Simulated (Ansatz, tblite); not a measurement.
**The cluster Cu₃H₃+: one state, many levels**

One table from this session's results is given with a row withheld; the runs are named, their logs left out.

The runs use Ansatz 0.2.0, Gaussian basis; as each input shows.

The runs, in order: GFN1-xTB, GFN2-xTB, PBE-D4/def2-TZVP, r2SCAN-D4/def2-TZVP, HF/def2-TZVP, ωB97M-V/def2-TZVP, revPBE-D4/def2-TZVP, B2PLYP/def2-TZVP, BHLYP-D4/def2-TZVP, r2SCAN0-D4/def2-TZVP, BLYP-D4/def2-TZVP, PBE-D4/def2-SVP, PBE0-D4/def2-SVP, CCSD(T)/def2-TZVP, RPA/def2-TZVP.

**The relaxed structure**

The geometry is that of the doublet, from an earlier relaxation (r2SCAN-D4/def2-SVP). At that level it is the lowest of the isomers that a small search found.

6 atoms, charge 1, spin multiplicity 2.

Bond lengths: Cu1–Cu2 2.353 Å, Cu1–Cu3 2.333 Å, Cu1–H4 1.604 Å, Cu1–H5 1.612 Å, Cu2–Cu3 2.513 Å, Cu2–H4 1.704 Å, Cu2–H6 1.611 Å, Cu3–H5 1.707 Å, Cu3–H6 1.601 Å. Angles: Cu2–Cu1–Cu3 64.9°, Cu2–Cu1–H4 46.4°, Cu2–Cu1–H5 111.9°, Cu3–Cu1–H4 111.2°, Cu3–Cu1–H5 47.0°, H4–Cu1–H5 158.3°, Cu1–Cu2–Cu3 57.2°, Cu1–Cu2–H4 43.0°, Cu1–Cu2–H6 95.6°, Cu3–Cu2–H4 100.1°, Cu3–Cu2–H6 38.4°, H4–Cu2–H6 138.5°, Cu1–Cu3–Cu2 58.0°, Cu1–Cu3–H5 43.7°, Cu1–Cu3–H6 96.6°, Cu2–Cu3–H5 101.7°, Cu2–Cu3–H6 38.7°, H5–Cu3–H6 140.3° and more.

No spin-orbit coupling is included. The ion is computed in the gas phase, without counter-ions or solvent.

PBE0-D4/def2-TZVP was run before; its log isn't repeated, and its numbers join the tables.

The first run:

Tight binding, by tblite at 300 K electronic temperature and without a spin-polarisation term:

```python
tblite.interface.Calculator('GFN1-xTB', numbers, positions, charge=1, uhf=1).singlepoint()
```

Tight binding, by tblite at 300 K electronic temperature and without a spin-polarisation term:

```python
tblite.interface.Calculator('GFN2-xTB', numbers, positions, charge=1, uhf=1).singlepoint()
```

start.molden holds the orbitals of an earlier run on this state, given as this run's starting guess.

in.yaml reads:

```yaml
crystal:
  periodic: [false, false, false]
  atoms:
    - {symbol: Cu, position_ang: [1.253992, 0.066760, -0.041667]}
    - {symbol: Cu, position_ang: [-0.805653, 1.075502, -0.567260]}
    - {symbol: Cu, position_ang: [-0.634239, -1.141611, 0.602808]}
    - {symbol: H, position_ang: [0.846857, 1.439601, -0.763662]}
    - {symbol: H, position_ang: [1.057007, -1.347013, 0.706549]}
    - {symbol: H, position_ang: [-1.717964, -0.093240, 0.063232]}
basis:
  gaussian: {orbitals: def2-TZVP, initial_orbitals: start.molden}
total_charge: 1
magnetization: {spin_polarized: true, initial_magnetization: 1}
hamiltonian: {xc: pbe, dispersion: d4}
scf: {omitted_lower_state_checks: [starts]}
output: {orbitals: {seedname: orbitals}}
```

Started as:

```bash
$ ansatz run in.yaml --threads 4 --pin off --events-out ev --progress --plain --max-ram 3916MiB
```

Among the steps run: PBE-D4/def2-TZVP; r2SCAN-D4/def2-TZVP; HF/def2-TZVP; ωB97M-V/def2-TZVP; revPBE-D4/def2-TZVP; B2PLYP/def2-TZVP; BHLYP-D4/def2-TZVP; r2SCAN0-D4/def2-TZVP; BLYP-D4/def2-TZVP; PBE-D4/def2-SVP; PBE0-D4/def2-SVP; CCSD(T)/def2-TZVP; RPA/def2-TZVP.

One table of the session follows, with a row left open; its other results are not shown here.

| level | HOMO (eV) | LUMO (eV) | gap (eV) |
| --- | --- | --- | --- |
| HF/def2-TZVP | -15.44 | -3.82 | 11.62 |
| PBE-D4/def2-SVP | -11.16 | -10.71 | 0.45 |
| PBE-D4/def2-TZVP | -11.46 | -11.00 | 0.46 |
| revPBE-D4/def2-TZVP | -11.36 | -10.88 | 0.49 |
| BLYP-D4/def2-TZVP | ? | ? | ? |
| r2SCAN-D4/def2-TZVP | -11.59 | -10.83 | 0.76 |
| PBE0-D4/def2-SVP | -12.56 | -9.94 | 2.62 |
| PBE0-D4/def2-TZVP | -12.80 | -10.13 | 2.67 |
| r2SCAN0-D4/def2-TZVP | -12.93 | -10.01 | 2.93 |
| BHLYP-D4/def2-TZVP | -14.17 | -8.94 | 5.24 |
| ωB97M-V/def2-TZVP | -15.04 | -8.30 | 6.74 |

**Question.** Estimate the row for BLYP-D4/def2-TZVP.

As computed: HOMO (eV): -11.44; LUMO (eV): -10.97; gap (eV): 0.46. In the column «HOMO (eV)» it lies between PBE-D4/def2-TZVP (-11.46) and revPBE-D4/def2-TZVP (-11.36).
